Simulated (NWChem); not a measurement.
# CBr2Cl2 (dibromodichloromethane): B3LYP/MIDI!

Aim: the electronic atomisation energy of CBr2Cl2 (dibromodichloromethane) at B3LYP/MIDI!, from 4 runs. 

Program for the calculation: NWChem 7.3.0.

### 1 Starting point

CBr2Cl2: 5 atoms, total charge 0, spin state singlet. SMILES: `ClC(Cl)(Br)Br`. Geometry: relaxed at PBE0-D4/def2-TZVP.

Bond lengths: Cl1–C2 1.755 Å, C2–Cl3 1.755 Å, C2–Br4 1.940 Å, C2–Br5 1.940 Å. Angles: Cl1–C2–Cl3 109.9°, Cl1–C2–Br4 109.5°, Cl1–C2–Br5 109.5°, Cl3–C2–Br4 109.5°, Cl3–C2–Br5 109.5°, Br4–C2–Br5 109.1°.

### 2 The energy at B3LYP/MIDI! (run 1)

File work.nw:

```
start work
title "CBr2Cl2 energy"
memory total 2200 mb

geometry units angstrom noautosym nocenter noautoz
Cl    0.575900   -0.931900    1.411700
C    -0.009600   -0.014800    0.034300
Cl   -1.436900    0.900100    0.488900
Br   -0.454900   -1.231600   -1.410000
Br    1.375400    1.204500   -0.566200
end

basis spherical bse
* library "MIDI!"
end

dft
xc b3lyp
grid fine
convergence energy 1e-08
maxiter 100
mulliken
noprint "final vectors analysis"
end

task dft energy
```

Command:

```bash
$ nwchem work.nw > work.out
```

Standard output:

```text
[...]
          Wavefunction type:  closed shell.
          No. of atoms     :     5
          No. of electrons :   110
[...]
          Charge           :     0
          Spin multiplicity:     1
[...]
          AO basis - number of functions:    99
[...]
              XC Information
              --------------
                         B3LYP Method XC Potential
                     Hartree-Fock (Exact) Exchange  0.200
                        Slater Exchange Functional  0.800 local
                    Becke 1988 Exchange Functional  0.720 non-local
              Lee-Yang-Parr Correlation Functional  0.810
                  VWN I RPA Correlation Functional  0.190 local
[...]
 d= 0,ls=0.0,diis     1  -6077.6493499028 -6.93D+03  2.34D-02  2.09D+00     2.6
[...]
 d= 0,ls=0.0,diis     8  -6077.9169253216 -2.53D-09  1.75D-06  4.41D-08    16.4
         Total DFT energy =    -6077.916925321618
      One electron energy =   -10145.813120095505
           Coulomb energy =     3460.382335616234
    Exchange-Corr. energy =     -243.931749874120
 Nuclear repulsion energy =      851.445609031774
[...]
      Total Density - Mulliken Population Analysis
     ---------------------------------------------
    Atom       Charge   Shell Charges
 -----------   ------   -------------------------------------------------------
    1 Cl  17    17.12   2.00  2.00  1.22  0.74  5.97  2.85  2.30  0.04
    2 C    6     5.79   1.99  0.94  0.23  1.32  1.31
    3 Cl  17    17.12   2.00  2.00  1.22  0.74  5.97  2.85  2.30  0.04
    4 Br  35    34.98   2.00  2.00  2.00  0.89  1.10  5.99  5.97  2.44  2.53  9.79  0.26
    5 Br  35    34.98   2.00  2.00  2.00  0.89  1.10  5.99  5.97  2.44  2.53  9.79  0.26
[...]
```

It took 17 s on 1 thread of Intel Xeon Platinum 8375C at 2.90GHz (Ice Lake), shared host; peak memory 0.12 GiB.

### 3 The Br atom, same level (run 2)

File mymol.xyz:

```xyz
1

Br     0.000000     0.000000     0.000000
```

File mymol.nw:

```
start mymol
memory total 2200 mb

geometry units angstrom noautosym nocenter noautoz
 load mymol.xyz
end

basis spherical bse
 * library "MIDI!"
end

dft
 xc b3lyp
 mult 2
 grid fine
 convergence energy 1e-08
 iterations 100
 mulliken
 print low
end

task dft energy
```

Command:

```bash
$ nwchem mymol.nw > mymol.out
```

Standard output:

```text
[...]
 d= 0,ls=0.0,diis     1  -2561.9533282382 -2.56D+03  5.51D-03  3.45D-02     0.5
[...]
 d= 0,ls=0.0,diis     6  -2561.9616409590 -1.74D-09  2.34D-07  7.91D-12     1.4
[...]
         Total DFT energy =    -2561.961640958954
      One electron energy =    -3564.925897717530
           Coulomb energy =     1094.029489793280
    Exchange-Corr. energy =      -91.065233034704
 Nuclear repulsion energy =        0.000000000000
[...]
      Total Density - Mulliken Population Analysis
     ---------------------------------------------
    Atom       Charge   Shell Charges
 -----------   ------   -------------------------------------------------------
    1 Br  35    35.00   2.00  2.00  2.00  0.92  1.08  5.99  5.97  2.35  2.69  9.80  0.21
     --------------------------------------------
      Spin Density - Mulliken Population Analysis
     --------------------------------------------
    Atom       Charge   Shell Charges
 -----------   ------   -------------------------------------------------------
    1 Br  35     1.00   0.00 -0.00 -0.00  0.00 -0.00  0.00  0.01  0.49  0.51 -0.00  0.00
[...]
      <S2> =      0.7514 (Exact =     0.7500)
[...]
```

It took 2 s on 1 thread of Intel Xeon Platinum 8375C at 2.90GHz (Ice Lake), shared host; peak memory 0.11 GiB.

Run 3 isn't shown in full; the table further down has it.

### 4 The Cl atom (run 4)

File work.nw:

```
start work
title "Cl"
memory 2200 mb

geometry units angstroms noautosym nocenter noautoz
  Cl       0.000000       0.000000       0.000000
end

basis spherical bse
  * library "MIDI!"
end

dft
  xc b3lyp
  mult 2
  grid fine
  convergence energy 1e-08
  iterations 100
  mulliken
  noprint "final vectors analysis"
end

task dft energy
```

Run the same way, it converges to -457.96121 Eh (log not shown).

### 5 Overview of the runs

```
run         level  partner   energy (Eh)  wall time
  1   B3LYP/MIDI!     base  -6077.916925       17 s
  2  UB3LYP/MIDI!    atoms  -2561.961641        2 s
  3  UB3LYP/MIDI!    atoms    -37.631825     0.85 s
  4  UB3LYP/MIDI!    atoms   -457.961210      1.1 s
```

### 6 Results

At B3LYP/MIDI!:

| quantity | value |
| --- | --- |
| Cl atom: total energy | -457.96121 Eh |
| Cl atom: ⟨S²⟩ | 0.752 |
| electronic atomisation energy | 11.957 eV |

What this shows: Taking the molecule apart into free atoms costs 11.96 eV (276 kcal/mol), before zero-point energy and without spin-orbit coupling. All runs together took 21 s, the longest 17 s.
